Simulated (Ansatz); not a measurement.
Task: a calculation of the elastic constants of YbP, space group Fm-3m, with Ansatz's Python interface. Give the script and its output. Level of theory: PBEsol, PAW, the default cutoff (420 eV here), 14×14×14 k-points, Fermi-Dirac smearing of 0.1 eV.

```
CELL_PARAMETERS angstrom
0.00000 2.77575 2.77575
2.77575 0.00000 2.77575
2.77575 2.77575 0.00000
ATOMIC_POSITIONS crystal
Yb 0.50000 0.50000 0.50000
P 0.00000 0.00000 0.00000
```

The script, `elastic.py`:
```python
'''Stiffness tensor and moduli of YbP.'''

import logging
import sys
import warnings

import ansatz
from ase import Atoms
import numpy as np

logging.basicConfig(stream=sys.stdout, format='%(levelname)s %(message)s')
logger = logging.getLogger('calc')
logger.setLevel(logging.INFO)

XC = 'pbesol'
OCCUPATIONS = 'fermi_dirac'
MESH = (14, 14, 14)

warnings.simplefilter('ignore', ansatz.DeckWarning)

atoms = Atoms(
    ['Yb', 'P'],
    scaled_positions=[
        (0.5, 0.5, 0.5),
        (0.0, 0.0, 0.0),
    ],
    cell=[
        (0.0, 2.77575, 2.77575),
        (2.77575, 0.0, 2.77575),
        (2.77575, 2.77575, 0.0),
    ],
    pbc=True,
)
system = ansatz.Crystal.from_ase(atoms)

calc = system.calculation().functional(XC).pseudopotentials('paw').occupations(OCCUPATIONS).kpoints(*MESH)
done = calc.elastic('relaxed_ion', amplitude=0.01).run()
elastic = done.elastic

logger.info('C_ij (GPa), Voigt order xx yy zz yz xz xy')
for row in elastic.c_gpa:
    print(' '.join(f'{value:8.1f}' for value in row))
print('smallest eigenvalue of C:', round(elastic.stability.min_eigenvalue_gpa, 1), 'GPa; stable:', elastic.stability.stable)
# averaged moduli need a positive definite tensor
if elastic.stability.min_eigenvalue_gpa > 0:
    m = elastic.moduli
    logger.info(f'K = {m.k_hill_gpa:.1f}, G = {m.g_hill_gpa:.1f}, E = {m.youngs_gpa:.1f} GPa, Poisson ratio {m.poisson:.3f}, K/G = {m.k_hill_gpa / m.g_hill_gpa:.2f}')
    S = np.linalg.inv(elastic.c_gpa)
    print('Young modulus along x, y, z (GPa):', np.round(1 / np.diag(S)[:3], 1))
    print('linear compressibility along x, y, z (1/TPa):', np.round(1000 * S[:3, :3].sum(axis=1), 2))
```

```console
$ python elastic.py
INFO C_ij (GPa), Voigt order xx yy zz yz xz xy
   174.7     13.6     13.6      0.0      0.0     -0.0
    13.6    174.7     13.6     -0.0     -0.0     -0.0
    13.6     13.6    174.7      0.0     -0.0     -0.0
    -0.0      0.0      0.0     25.6      0.0     -0.0
    -0.0      0.0     -0.0     -0.0     25.6      0.0
    -0.0     -0.0      0.0     -0.0     -0.0     25.6
smallest eigenvalue of C: 25.6 GPa; stable: True
INFO K = 67.3, G = 41.4, E = 103.0 GPa, Poisson ratio 0.245, K/G = 1.63
Young modulus along x, y, z (GPa): [172.7 172.7 172.7]
linear compressibility along x, y, z (1/TPa): [4.95 4.95 4.95]
```

Semilocal functionals put the nearly full 4f shell of Yb too close to the Fermi level. The cell isn't relaxed first, so the values belong to this volume. A positive definite tensor excludes instabilities under uniform strain alone; phonons elsewhere in the zone can still be imaginary. The structure is a deposited one; some such entries were measured under pressure or heat, so a shift against it needn't be the functional's error alone. Shear constants of a metal converge slowly with the k-point mesh and can be wrong in sign on a coarse one; the constants belong to the cell that was strained. Wall time of the script: 2.2 min on 1 thread of Arm Neoverse V2 (shared host), peak memory 0.66 GiB.

(A comment or docstring line of the script was reworded after the run, the code is as it ran; lines on the test bed's own set-up are left out of the output.)
